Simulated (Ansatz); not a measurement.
# WCl+ (singlet): wave-function methods side by side, def2-TZVPP

The task here is to estimate one member of a computed series from the others.

The runs use Ansatz 0.2.0, Gaussian basis; def2-TZVPP, core rule «outside noble gas», up to 9 orbitals frozen.

To be run: UHF; CCSD(T) on RHF; CCSD(T) on UHF; CCSDT(Q) on RHF; CCSDT(Q) on UHF.

3 further runs of the same task are left out: 1 for a known fault of the program, 2 set aside as unsound or not needed.

**The system**

The geometry is a PBE0/def2-TZVP stationary point (not a proven minimum) of the parent state, kept for this charge and spin. No spin-orbit coupling is included. Elements past krypton take def2 core potentials.

2 atoms, charge 1, spin multiplicity 1.

Atoms are counted from 1 here; the program's logs count them from 0.

Bond lengths: W1–Cl2 2.143 Å.

Set-up of the first run:

The input, in.yaml:

```yaml
crystal:
  periodic: [false, false, false]
  atoms:
    - {symbol: W, position_ang: [0.000000, 0.000000, 0.000000]}
    - {symbol: Cl, position_ang: [0.000000, 0.000000, 2.142800]}
basis:
  gaussian: {orbitals: def2-TZVPP}
total_charge: 1
magnetization: {spin_polarized: true, initial_magnetization: 0}
hamiltonian: {xc: hf}
output: {orbitals: {seedname: orbitals}}
```

The run is started by

```sh
$ ansatz run in.yaml --threads 1 --pin off --events-out ev --progress --plain --max-ram 4096MiB --backend cpu
```

Among the steps run: UHF; CCSD(T) on RHF; CCSD(T) on UHF; CCSDT(Q) on RHF; CCSDT(Q) on UHF.

One of the session's tables, all rows but one given; the rest of the session is left out.

```
   method  from RCCSDT(Q) (meV)
      RHF               +9982.5
      UHF               +8414.2
     RMP2               +1569.3
     UMP2                +654.3
    RCCSD                     ?
    UCCSD                -354.5
 RCCSD(T)                +241.4
 UCCSD(T)               -1160.7
   RCCSDT                 +80.3
   UCCSDT               -1742.5
RCCSDT(Q)                     0
UCCSDT(Q)               -1817.3
```

**Question.** Estimate the row for RCCSD.

The run gave: from RCCSDT(Q) (meV): +863.1. In the column «from RCCSDT(Q) (meV)» it lies between UMP2 (+654.3) and RMP2 (+1569.3).

The program flags UCCSD(T), UCCSDT(Q) as in doubt (see the logs), so those rows may rest on another solution; read them beside their warnings.

Limits of these values: The determinant is far from a pure spin state, so its energy mixes those of several spin states (harmless only where they are near-degenerate, as at dissociation). The program flags UCCSD(T), UCCSDT(Q) as in doubt, so those rows may rest on another solution; read them beside their warnings. Warnings: restricted reference is unstable; spin contamination; coupled cluster took another determinant than the lowest; large T1 diagnostic. Restricted and unrestricted rows rest on different reference determinants; where their highest levels disagree by more than a few hundredths of an eV, they describe different states and don't form one ladder.
